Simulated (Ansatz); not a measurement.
# CH7B2FSi: a ladder of functionals and wavefunction methods

The task here is to estimate one member of a computed series from the others.

The runs use Ansatz 0.2.0, Gaussian basis; functionals in def2-TZVPP, the program's frozen cores in correlated methods.

Plan: PBE-D4, r2SCAN-D4, PBE0-D4, B3LYP-D4, ωB97X-V, ωB97M-V, B2PLYP; CCSD(T)/def2-TZVPP; MP2/def2-QZVPP; extrapolation to the limit.

## The relaxed structure

An earlier PBE0-D4 in a triple-zeta def2 set relaxation fixed the geometry.

SMILES `B[SiH](B)CF`, 12 atoms, charge 0, spin multiplicity 1.

Atoms are counted from 1 here; the program's logs count them from 0.

Bond lengths: B1–Si2 2.007 Å, B1–H6 1.195 Å, B1–H7 1.195 Å, Si2–B3 2.007 Å, Si2–C4 1.907 Å, Si2–H8 1.497 Å, B3–H9 1.195 Å, B3–H10 1.195 Å, C4–F5 1.392 Å, C4–H11 1.095 Å, C4–H12 1.095 Å. Angles: Si2–B1–H6 121.8°, Si2–B1–H7 120.0°, H6–B1–H7 118.2°, B1–Si2–B3 103.8°, B1–Si2–C4 113.0°, B1–Si2–H8 109.5°, B3–Si2–C4 113.0°, B3–Si2–H8 109.5°, C4–Si2–H8 107.9°, Si2–B3–H9 120.0°, Si2–B3–H10 121.8°, H9–B3–H10 118.2°, Si2–C4–F5 109.3°, Si2–C4–H11 111.8°, Si2–C4–H12 111.9°, F5–C4–H11 108.0°, F5–C4–H12 108.0°, H11–C4–H12 107.7°.

Coordinates:

```mol
CH7B2FSi
  3D, bonds by distance, orders not assigned

 12 11  0  0  0  0  0  0  0  0999 V2000
   -1.7431   -0.3778    0.7375 B   0  0
    0.0421   -0.5123   -0.1705 Si  0  0
    1.3594   -0.3643    1.3369 B   0  0
    0.2963    0.8152   -1.5157 C   0  0
    0.1794    2.0793   -0.9439 F   0  0
   -2.4024    0.6174    0.6857 H   0  0
   -2.1534   -1.2939    1.3868 H   0  0
    0.1734   -1.8555   -0.8185 H   0  0
    1.5055   -1.2778    2.0941 H   0  0
    1.9828    0.6362    1.5323 H   0  0
   -0.4495    0.7349   -2.3133 H   0  0
    1.2866    0.7436   -1.9774 H   0  0
  1  2  8  0
  2  3  8  0
  2  4  8  0
  4  5  8  0
  1  6  8  0
  1  7  8  0
  2  8  8  0
  3  9  8  0
  3 10  8  0
  4 11  8  0
  4 12  8  0
M  END
```

Set-up of the first run:

Input file in.yaml:

```yaml
crystal:
  periodic: [false, false, false]
  atoms:
    - {symbol: B, position_ang: [-1.743134, -0.377790, 0.737522]}
    - {symbol: Si, position_ang: [0.042069, -0.512295, -0.170496]}
    - {symbol: B, position_ang: [1.359419, -0.364305, 1.336910]}
    - {symbol: C, position_ang: [0.296314, 0.815193, -1.515705]}
    - {symbol: F, position_ang: [0.179372, 2.079341, -0.943928]}
    - {symbol: H, position_ang: [-2.402443, 0.617370, 0.685721]}
    - {symbol: H, position_ang: [-2.153379, -1.293911, 1.386770]}
    - {symbol: H, position_ang: [0.173364, -1.855539, -0.818490]}
    - {symbol: H, position_ang: [1.505514, -1.277789, 2.094080]}
    - {symbol: H, position_ang: [1.982810, 0.636157, 1.532272]}
    - {symbol: H, position_ang: [-0.449494, 0.734898, -2.313301]}
    - {symbol: H, position_ang: [1.286590, 0.743570, -1.977355]}
basis:
  gaussian: {orbitals: def2-TZVPP}
hamiltonian: {xc: pbe, dispersion: d4}
output: {forces: true, orbitals: {seedname: orbitals}}
```

Command:

```sh
$ ansatz run in.yaml --threads 4 --pin off --events-out ev --progress --plain --max-ram 10444MiB
```

Among the steps run: PBE-D4 (GGA); r2SCAN-D4 (meta-GGA); PBE0-D4 (hybrid); B3LYP-D4 (hybrid); ωB97X-V (range-separated); ωB97M-V (range-separated); B2PLYP (double hybrid); CCSD(T) in def2-TZVPP; MP2 in def2-QZVPP.

One table of the session follows, with a row left open; its other results are not shown here.

| method | atomisation energy (kcal/mol) |
| --- | --- |
| PBE-D4 | 971.1 |
| r2SCAN-D4 | 964.8 |
| PBE0-D4 | 960.4 |
| B3LYP-D4 | 962.2 |
| ωB97X-V | ? |
| ωB97M-V | 961.4 |
| B2PLYP | 949.2 |
| HF/def2-TZVPP | 734.1 |
| MP2/def2-TZVPP | 941.4 |
| CCSD/def2-TZVPP | 922.4 |
| CCSD(T)/def2-TZVPP | 932.8 |
| MP2/CBS | 962.7 |
| CCSD(T)/CBS | 954.1 |

**Question.** Estimate the row for ωB97X-V.

The run gave: atomisation energy (kcal/mol): 964.1. In the column «atomisation energy (kcal/mol)» it lies between MP2/CBS (962.7) and r2SCAN-D4 (964.8).

Limits of these values: Free atoms (2 B, 1 Si, 1 C, 1 F, 7 H) were run apart at each level; the atomisation energy is their sum less the molecule, without zero-point or spin-orbit terms.
